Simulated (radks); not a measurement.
# Excited configurations of I⁺

One table from this session's results is given with a row withheld; the runs are named, their logs left out.

Program: radks (a radial shooting solver on a logarithmic mesh, Libxc functionals) version 1. Level of theory: non-relativistic Kohn-Sham, r2SCAN, spin-unpolarised, spherical densities, point nucleus. These are calculated values, not measurements, unless marked.

**The system**

| Item | Value |
| --- | --- |
| element | iodine (Z = 53) |
| charge | +1 |
| electrons | 52 |
| configuration | [Kr] 4d10 5s2 5p4 |

The outer shells:

I⁺
```
[Kr] core
4d [↑↓][↑↓][↑↓][↑↓][↑↓]
5s [↑↓]
5p [↑↓][↑ ][↑ ]
```

Set-up of the first run:

Input:

```text
Z 53
configuration [Kr] 4d10 5s2 5p4
relativity non-relativistic
functional r2scan,r2scan
spin unpolarised
nucleus point
```

Among the steps run: Ground configuration: [Kr] 4d10 5s2 5p4.

One of the session's tables, all rows but one given; the rest of the session is left out.

It belongs to the step «Ground configuration: [Kr] 4d10 5s2 5p4». From the orbitals of this run (lengths in bohr):

```
level     <r>  outermost maximum (interpolated)  90 % within  nodes
   3s  0.3271                             0.298        0.479      2
   3p  0.3178                             0.285        0.476      1
   3d  0.2889                             0.233        0.452      0
   4s  0.7702                             0.708         1.11      3
   4p       ?                                 ?            ?      ?
   4d  0.9136                             0.775         1.39      1
   5s   2.015                              1.77         2.93      4
   5p   2.338                              2.01         3.44      3
```

Q: Estimate the row for 4p from the others.

As computed: <r>: 0.8050; outermost maximum (interpolated): 0.727; 90 % within: 1.17; nodes: 2. In the column «<r>» it lies between 4s (0.7702) and 4d (0.9136).

To keep in mind: Relativity is left out here, which matters for elements this heavy. Spin polarisation and multiplet splitting are left out, so open shells lie too high by an amount that depends on their filling.
